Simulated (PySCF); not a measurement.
# ZnSi⁻: the SCF solver's settings

The same problem is solved with other solver options, one edit a run.

Program: PySCF 2.14.0. Level of theory: each script names its method and basis. These are calculated values, not measurements.

8 further runs of the same task are left out: 8 that didn't finish.

### Step 1. The system as given

ZnSi⁻: 2 atoms, charge -1, spin multiplicity 2.

Bond lengths: Zn1–Si2 2.405 Å.

### Step 2. Base script

The input, input.py:

```python
from pyscf import gto, dft

mol = gto.M(
    atom='Zn 0 0 0; Si 0 0 2.405',
    basis='def2-svpd',
    charge=-1,
    spin=1,
    verbose=4,
)
mf = dft.UKS(mol, xc='m06l')
mf.kernel()
mf.analyze()
print('orbital energies (hartree):', [e[max(0, n-3):n+3].round(4) for e, n in zip(mf.mo_energy, mol.nelec)])
```

Command:

```
OMP_NUM_THREADS=1 python input.py
```

The log of this run is left out.

Base result: E(SCF) = -2068.404571 Eh, 13 cycles, ⟨S²⟩ = 1.761.

⟨S²⟩ = 1.76 against 0.75 for a pure state: the determinant is spin-contaminated. The bond length is a typed value, not an optimised one. The dipole of an ion depends on the origin.

### Step 3. Point-group symmetry on

Variant 1 changes point-group symmetry: off → on.

The input, input.py:

```python
from pyscf import gto, dft

mol = gto.M(
    atom='Zn 0 0 0; Si 0 0 2.405',
    basis='def2-svpd',
    charge=-1,
    spin=1,
    symmetry=True,
    verbose=4,
)
mf = dft.UKS(mol, xc='m06l')
mf.kernel()
mf.analyze()
print('orbital energies (hartree):', [e[max(0, n-3):n+3].round(4) for e, n in zip(mf.mo_energy, mol.nelec)])
```

Command:

```
OMP_NUM_THREADS=1 python input.py
```

### Step 4. Cycle limit 200

Variant 2 changes cycle limit: 50 → 200.

input.py: that of step 2 with these lines changed.

```diff
@@ -10,2 +10,3 @@
 mf = dft.UKS(mol, xc='m06l')
+mf.max_cycle = 200
 mf.kernel()
```

Before running it: what results should come out? Wanted: for each run, E(SCF); from base; gap, α spin.

As calculated:

| run | E(SCF) (hartree) | from base (eV) | cycles | gap, α spin (eV) |
| --- | --- | --- | --- | --- |
| base | -2068.404571 | 0 | 13 | 1.17 |
| point-group symmetry on | -2068.404571 | 0.0000 | 15 | 1.17 |
| cycle limit 200 | -2068.404571 | 0.0000 | 13 | 1.17 |

Distance from each run's final energy (log10 hartree) by cycle:

| run | cycle 1 | cycle 2 | cycle 3 | cycle 5 | cycle 8 | cycle 12 |
| --- | --- | --- | --- | --- | --- | --- |
| base | -0.9 | 0.1 | -1.6 | -1.9 | -5.1 | -10.0 |
| point-group symmetry on | -0.9 | 0.1 | -1.5 | -1.9 | -2.3 | -7.0 |
| cycle limit 200 | -0.9 | 0.1 | -1.6 | -1.9 | -5.1 | -10.0 |

The highest filled level of this anion is positive: the basis lacks diffuse functions or the electron is not bound, so these numbers hang on the basis. With point-group symmetry on or cycle limit 200 the SCF ends at the base energy. With point-group symmetry on, cycle limit 200 the path hardly changes: 13 to 15 cycles against 13.
